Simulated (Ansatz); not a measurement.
# CH9BOSi2: the cost of one run

Computed with Ansatz 0.2.0, Gaussian basis. Level: the settings change from run to run.

**1. The relaxed structure**

The structure was relaxed beforehand with PBE0-D4 in a triple-zeta def2 set.

SMILES `BCO[SiH2][SiH3]`, 14 atoms, charge 0, spin multiplicity 1.

Atoms are counted from 1 here; the program's logs count them from 0.

Bond lengths: B1–C2 1.548 Å, B1–H6 1.194 Å, B1–H7 1.197 Å, C2–O3 1.414 Å, C2–H8 1.106 Å, C2–H9 1.106 Å, O3–Si4 1.649 Å, Si4–Si5 2.350 Å, Si4–H10 1.495 Å, Si4–H11 1.484 Å, Si5–H12 1.490 Å, Si5–H13 1.488 Å, Si5–H14 1.489 Å. Angles: C2–B1–H6 122.1°, C2–B1–H7 117.4°, H6–B1–H7 120.5°, B1–C2–O3 115.3°, B1–C2–H8 107.3°, B1–C2–H9 107.6°, O3–C2–H8 111.3°, O3–C2–H9 111.1°, H8–C2–H9 103.5°, C2–O3–Si4 122.2°, O3–Si4–Si5 112.5°, O3–Si4–H10 110.2°, O3–Si4–H11 106.1°, Si5–Si4–H10 108.4°, Si5–Si4–H11 110.5°, H10–Si4–H11 109.2°, Si4–Si5–H12 111.2°, Si4–Si5–H13 111.2° and more.

**2. B2PLYP/6-31++G****

Set apart from the defaults: charge +1, multiplicity 2.

File in.yaml:

```yaml
crystal:
  periodic: [false, false, false]
  atoms:
    - {symbol: B, position_ang: [-1.565160, 1.999192, 1.283638]}
    - {symbol: C, position_ang: [-1.059444, 0.856508, 0.370643]}
    - {symbol: O, position_ang: [-0.374369, -0.188523, 1.033085]}
    - {symbol: Si, position_ang: [0.225192, -1.495688, 0.226726]}
    - {symbol: Si, position_ang: [1.910147, -0.911364, -1.304192]}
    - {symbol: H, position_ang: [-1.382366, 1.996264, 2.463219]}
    - {symbol: H, position_ang: [-2.153364, 2.902162, 0.762579]}
    - {symbol: H, position_ang: [-0.428420, 1.316441, -0.413284]}
    - {symbol: H, position_ang: [-1.928776, 0.467704, -0.191890]}
    - {symbol: H, position_ang: [-0.869380, -2.189000, -0.518334]}
    - {symbol: H, position_ang: [0.761501, -2.409326, 1.266097]}
    - {symbol: H, position_ang: [1.393508, 0.019669, -2.346092]}
    - {symbol: H, position_ang: [3.054832, -0.252721, -0.618386]}
    - {symbol: H, position_ang: [2.403199, -2.140518, -1.985009]}
basis:
  gaussian: {orbitals: "6-31++G**"}
total_charge: 1
magnetization: {spin_polarized: true, initial_magnetization: 1}
hamiltonian: {xc: {name: B2PLYP}}
output: {forces: true}
```

On the command line:

```sh
$ ansatz run in.yaml --threads 4 --pin off --events-out ev --progress --plain --max-ram 10444MiB
```

Q: Estimate wall time and peak memory on 4 threads of Arm Neoverse V2, shared host.

About 24 s, with a peak of 0.92 GiB.
